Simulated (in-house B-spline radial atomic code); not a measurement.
# W⁵⁺: excited configurations

Wanted: excitation energies of W⁵⁺ as differences of total energies (ΔSCF).

Method: scalar-relativistic (spin-free one-electron X2C) wB97X, spin-polarised, spherical density, exact exchange averaged over the configuration, Fermi nucleus, basis-set limit. Code: in-house B-spline radial atomic code version 1.

### 1 The atom as given

| Property | Result |
| --- | --- |
| element | tungsten (Z = 74) |
| charge | +5 |
| electrons | 69 |
| configuration | [Xe] 4f14 5d1 |
| Hamiltonian | scalar-relativistic (X2C) |
| nucleus | Fermi, rms radius 5.366 fm |

The outer shells:

[Xe] 4f14 5d1
```
[Xe] core
4f [↑↓][↑↓][↑↓][↑↓][↑↓][↑↓][↑↓]
5d [↑ ][  ][  ][  ][  ]
```

Where spins are not typed, each open shell is filled with up spins first.

### 2 The base configuration

Settings of the run:

```ini
Z = 74
electrons = 69.0
configuration = [Xe] 4f14 5d1
hamiltonian = x2c
method = wb97x
spin_polarised = True
nucleus = fermi
rms_radius = 5.3658
mass_number = 184
atomic_mass = 183.95093318
speed_of_light = 137.035999084
exact_exchange = averaged over the configuration
```

Command:

```sh
python run_scf.py task.json out
```

One command runs all members of the session, one after another, from task.json.

### 3 Configuration [Kr] 4d10 4f14 5s2 5p5 5d1 6p1

The settings differ from step 2 so:

```diff
@@ -2,3 +2,3 @@
 electrons = 69.0
-configuration = [Xe] 4f14 5d1
+configuration = [Kr] 4d10 4f14 5s2 5p5 5d1 6p1
 hamiltonian = x2c
```

### 4 [Kr] 4d9 4f14 5s2 5p6 5d1 6p1

The settings differ from step 3 so:

```diff
@@ -2,3 +2,3 @@
 electrons = 69.0
-configuration = [Kr] 4d10 4f14 5s2 5p5 5d1 6p1
+configuration = [Kr] 4d9 4f14 5s2 5p6 5d1 6p1
 hamiltonian = x2c
```

### 5 Configuration [Kr] 4d10 4f14 5s2 5p5 5d1 6s1

The settings differ from step 4 so:

```diff
@@ -2,3 +2,3 @@
 electrons = 69.0
-configuration = [Kr] 4d9 4f14 5s2 5p6 5d1 6p1
+configuration = [Kr] 4d10 4f14 5s2 5p5 5d1 6s1
 hamiltonian = x2c
```

### 6 Configuration [Xe] 4f14 6d1

The settings differ from step 5 so:

```diff
@@ -2,3 +2,3 @@
 electrons = 69.0
-configuration = [Kr] 4d10 4f14 5s2 5p5 5d1 6s1
+configuration = [Xe] 4f14 6d1
 hamiltonian = x2c
```

### 7 Run with [Xe] 4f14 6s1

The settings differ from step 6 so:

```diff
@@ -2,3 +2,3 @@
 electrons = 69.0
-configuration = [Xe] 4f14 6d1
+configuration = [Xe] 4f14 6s1
 hamiltonian = x2c
```

### 8 [Xe] 4f14 6f1

The settings differ from step 7 so:

```diff
@@ -2,3 +2,3 @@
 electrons = 69.0
-configuration = [Xe] 4f14 6s1
+configuration = [Xe] 4f14 6f1
 hamiltonian = x2c
```

**Question.** How far above the reference does each configuration lie (order and size, in eV)?

As calculated:

| net move | configuration | 2|M_S|+1 | energy above the reference (eV) | largest <r> (bohr) |
| --- | --- | --- | --- | --- |
| 5d → 6s | [Xe] 4f14 6s1 | 2 | 9.133 | 2.31 |
| 5d → 6d | [Xe] 4f14 6d1 | 2 | 31.379 | 3.46 |
| 5d → 6f | [Xe] 4f14 6f1 | 2 | 43.089 | 4.93 |
| 5p → 6s | [Kr] 4d10 4f14 5s2 5p5 5d1 6s1 | 4 | 52.747 | 2.28 |
| 5p → 6p | [Kr] 4d10 4f14 5s2 5p5 5d1 6p1 | 4 | 63.023 | 2.63 |
| 4d → 6p | [Kr] 4d9 4f14 5s2 5p6 5d1 6p1 | 4 | 267.67 | 2.61 |

The lowest of them is 5d → 6s at 9.133 eV and the highest 4d → 6p at 267.67 eV. 1 of them lies more than 60 % above minus the reference's highest level (61.286 eV), in the range where a state can decay by emitting an electron. The reference has 2|M_S|+1 = 2; 3 of the configurations differ from it in spin. These are spherical averages at the typed spins, not spectroscopic levels.
